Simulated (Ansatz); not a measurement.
# EuH3O3 (Eu(OH)3): the cost of one run

Computed with Ansatz 0.2.0. Level: DFT PBE, plane waves, PAW, molecule in a box with 9 Å of vacuum.

3 further runs of the same task are left out: 1 for a known fault of the program, 2 that didn't finish.

## 1. Starting geometry

7 atoms, charge 0, spin multiplicity 1.

Bond lengths: Eu1–O2 2.090 Å, Eu1–O4 2.090 Å, Eu1–O6 2.090 Å, O2–H3 0.967 Å, O4–H5 0.967 Å, O6–H7 0.967 Å. Angles: O2–Eu1–O4 118.7°, O2–Eu1–O6 118.7°, O4–Eu1–O6 118.7°, Eu1–O2–H3 174.4°, Eu1–O4–H5 174.4°, Eu1–O6–H7 174.4°.

Geometry (Å):

```xyz
7
EuH3O3
Eu    0.0000    0.0000   -0.1473
O     2.0764    0.0000    0.0918
H     3.0220    0.0000    0.2952
O    -1.0382    1.7982    0.0918
H    -1.5110    2.6171    0.2952
O    -1.0382   -1.7982    0.0918
H    -1.5110   -2.6171    0.2952
```

Formal oxidation states: Eu +3. Each metal's 6 4f electrons lie in its core potential, so multiplicities, spins and levels count the valence alone. In the runs below they are in the valence, and the state is a septet. An earlier session relaxed this geometry at PBE, Eu lcecp-1-SVP with ECP52, O def2-SVP, H def2-SVP (singlet, point group C3v).

## 2. Scalar-relativistic

Input file input.yaml:

```yaml
crystal:
  lattice:
    - [13.53, 0.0, 0.0]
    - [0.0, 14.23, 0.0]
    - [0.0, 0.0, 9.44]
  atoms:
    - { symbol: Eu, position: [0.44427347, 0.50015039, 0.47669492], spin: 6.0 }
    - { symbol: O, position: [0.59773836, 0.50015109, 0.50202648] }
    - { symbol: H, position: [0.66762897, 0.50015179, 0.52357203] }
    - { symbol: O, position: [0.36753954, 0.62651722, 0.50202648] }
    - { symbol: H, position: [0.33259424, 0.68406606, 0.52357203] }
    - { symbol: O, position: [0.36754102, 0.37378285, 0.50202648] }
    - { symbol: H, position: [0.33259645, 0.31623331, 0.52357203] }
basis:
  ecutwfc: 420
  ecutrho_ratio: 4
kpoints:
  mp_grid: { grid: [1, 1, 1] }
hamiltonian:
  xc: pbe
scf:
  occupations: { method: gaussian, width: 0.01 }
output:
  forces: true
  eigenvalues: true
  populations: true
  hubbard: { sites: [{ species: Eu, l: f }] }
magnetization:
  spin_polarized: true
```

Started as:

```console
> ansatz run input.yaml --threads 2 --pin off --max-ram 5120MiB --backend cpu --events-out ev --progress --plain --runs-dir out
```

What time and memory should one allow on 2 threads of AMD EPYC 7R43 (Zen 3), shared host?

About 58 s, with a peak of 1.3 GiB.
